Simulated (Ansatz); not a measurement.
# C4H12O6: the cost of one run

Computed with Ansatz 0.2.0 (the levels named in each step, unless a step's input says otherwise).

### Step 1. The structure to begin with

Bond lengths (14 of 18 bonds, heavy atoms first): O3–C4 1.210 Å, C4–C5 1.485 Å, C5–O6 1.399 Å, O7–C8 1.204 Å, C8–C9 1.500 Å, C9–O10 1.395 Å, O1–H11 0.977 Å, O1–H12 0.959 Å, O2–H13 0.972 Å, O2–H14 0.959 Å, C4–H15 1.100 Å, C5–H16 1.097 Å, C5–H17 1.105 Å, O6–H18 0.969 Å. Angles (14 of 22 angles, heavy atoms first): O3–C4–C5 123.2°, C4–C5–O6 113.0°, O7–C8–C9 125.0°, C8–C9–O10 113.3°, O3–C4–H15 121.8°, C5–C4–H15 115.0°, C4–C5–H16 109.7°, C4–C5–H17 105.8°, O6–C5–H16 109.8°, O6–C5–H17 111.1°, C5–O6–H18 107.0°, O7–C8–H19 121.3°, C9–C8–H19 113.7°, C8–C9–H20 107.5°.

Structure file:

```xyz
22

O    -0.8210   -0.5964    2.9259
O     1.8923   -0.7847    2.6012
O    -1.2042    0.5146   -1.1439
C    -1.8445    0.4715   -0.1180
C    -1.7997    1.5391    0.9132
O    -1.0270    2.6399    0.5270
O     2.0455   -0.6399   -0.1933
C     1.2472   -1.0877   -0.9761
C     1.2237   -0.7906   -2.4465
O     0.0282   -1.1585   -3.0650
H     0.1461   -0.6924    2.8217
H    -1.0384   -1.0601    3.7365
H     2.0210   -0.8072    1.6383
H     2.3915   -0.0302    2.9198
H    -2.4844   -0.3884    0.1308
H    -2.8192    1.8670    1.1513
H    -1.3891    1.0637    1.8223
H    -0.5957    2.4053   -0.3088
H     0.4479   -1.7778   -0.6502
H     2.0188   -1.3836   -2.9165
H     1.4651    0.2711   -2.6050
H    -0.6861   -0.6470   -2.6529
```

### Step 2. A rough first relaxation, PBE-D4/def2-SVP

Input file input.yaml:

```yaml
crystal:
  periodic: [false, false, false]
  atoms:
    - { symbol: O, position_ang: [-0.82104, -0.59642, 2.9259] }
    - { symbol: O, position_ang: [1.89231, -0.78466, 2.60122] }
    - { symbol: O, position_ang: [-1.20418, 0.5146, -1.14389] }
    - { symbol: C, position_ang: [-1.84453, 0.47147, -0.11796] }
    - { symbol: C, position_ang: [-1.79973, 1.53912, 0.91316] }
    - { symbol: O, position_ang: [-1.02704, 2.63994, 0.52701] }
    - { symbol: O, position_ang: [2.04549, -0.63993, -0.19331] }
    - { symbol: C, position_ang: [1.24719, -1.08765, -0.9761] }
    - { symbol: C, position_ang: [1.22374, -0.79065, -2.44653] }
    - { symbol: O, position_ang: [0.02818, -1.15852, -3.06501] }
    - { symbol: H, position_ang: [0.14605, -0.69238, 2.82171] }
    - { symbol: H, position_ang: [-1.03835, -1.06009, 3.73646] }
    - { symbol: H, position_ang: [2.02102, -0.80718, 1.63831] }
    - { symbol: H, position_ang: [2.39146, -0.03021, 2.91975] }
    - { symbol: H, position_ang: [-2.4844, -0.38839, 0.1308] }
    - { symbol: H, position_ang: [-2.81919, 1.86697, 1.15127] }
    - { symbol: H, position_ang: [-1.38909, 1.06366, 1.82227] }
    - { symbol: H, position_ang: [-0.59571, 2.40527, -0.30884] }
    - { symbol: H, position_ang: [0.44791, -1.77781, -0.65019] }
    - { symbol: H, position_ang: [2.01877, -1.38355, -2.91654] }
    - { symbol: H, position_ang: [1.46507, 0.27105, -2.60501] }
    - { symbol: H, position_ang: [-0.68613, -0.64698, -2.65289] }
basis:
  gaussian: { orbitals: def2-SVP }
hamiltonian:
  xc: pbe
  dispersion: d4
relax:
  f_tol: 0.03
  max_steps: 200
```

The run is started by

```sh
$ ansatz run input.yaml --threads 8 --pin off --max-ram 22528MiB --backend cpu --events-out ev --progress --plain --runs-dir out
```

**Question.** How long does this run take on 8 threads of AMD EPYC 9R14 (Zen 4), shared host, and how much memory does it need?

About 43 s, with a peak of 0.36 GiB.
